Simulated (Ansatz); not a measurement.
# C2HCl3Hf: basis-set convergence

The task here is to estimate one member of a computed series from the others.

Method: one geometry, several basis sets; program: Ansatz 0.2.0, Gaussian basis.

Levels to be run: PBE0-D4/def2-SVP; ωB97M-V/def2-SVP; PBE0-D4/def2-QZVPP; ωB97M-V/def2-QZVPP; the functionals' def2-TZVPP values are taken from earlier runs.

### Structure used throughout

All runs share one geometry, relaxed beforehand with PBE0-D4 in a triple-zeta def2 set. Hf takes the def2 core potential; no spin-orbit term is included.

7 atoms, charge 0, spin multiplicity 1.

Atoms are counted from 1 here; the program's logs count them from 0.

Bond lengths: C1–C2 1.215 Å, C1–H7 1.068 Å, C2–Hf3 2.150 Å, Hf3–Cl4 2.322 Å, Hf3–Cl5 2.322 Å, Hf3–Cl6 2.322 Å. Angles: C2–C1–H7 180.0°, C1–C2–Hf3 179.9°, C2–Hf3–Cl4 108.1°, C2–Hf3–Cl5 108.1°, C2–Hf3–Cl6 108.1°, Cl4–Hf3–Cl5 110.8°, Cl4–Hf3–Cl6 110.8°, Cl5–Hf3–Cl6 110.8°.

The first run:

File in.yaml:

```yaml
crystal:
  periodic: [false, false, false]
  atoms:
    - {symbol: C, position_ang: [0.037392, -2.157281, -0.647116]}
    - {symbol: C, position_ang: [0.016268, -0.993807, -0.298351]}
    - {symbol: Hf, position_ang: [-0.018761, 1.065247, 0.319422]}
    - {symbol: Cl, position_ang: [1.519885, 1.327487, 2.038063]}
    - {symbol: Cl, position_ang: [0.554673, 2.375934, -1.509044]}
    - {symbol: Cl, position_ang: [-2.165471, 1.562200, 1.050687]}
    - {symbol: H, position_ang: [0.056015, -3.179770, -0.953661]}
basis:
  gaussian: {orbitals: def2-SVP}
hamiltonian: {xc: pbe0, dispersion: d4}
output: {orbitals: {seedname: orbitals}}
```

Command:

```sh
$ ansatz run in.yaml --threads 4 --pin off --events-out ev --progress --plain --max-ram 10444MiB
```

Steps of the session up to this table: PBE0-D4 in def2-SVP; ωB97M-V in def2-SVP; PBE0-D4 in def2-QZVPP; ωB97M-V in def2-QZVPP.

One table of the session follows, with a row left open; its other results are not shown here.

It belongs to the step «Functionals by basis». 

| functional | basis | HOMO (eV) | LUMO (eV) |
| --- | --- | --- | --- |
| PBE0-D4 | def2-SVP | -8.81 | -2.41 |
| PBE0-D4 | def2-TZVPP | -8.77 | -2.38 |
| PBE0-D4 | def2-QZVPP | ? | ? |
| ωB97M-V | def2-SVP | -11.00 | -0.33 |
| ωB97M-V | def2-TZVPP | -10.98 | -0.34 |
| ωB97M-V | def2-QZVPP | -11.00 | -0.39 |

**Question.** Estimate the row for PBE0-D4, def2-QZVPP.

As computed: HOMO (eV): -8.78; LUMO (eV): -2.41. In the column «HOMO (eV)» it lies between PBE0-D4, def2-SVP (-8.81) and PBE0-D4, def2-TZVPP (-8.77).
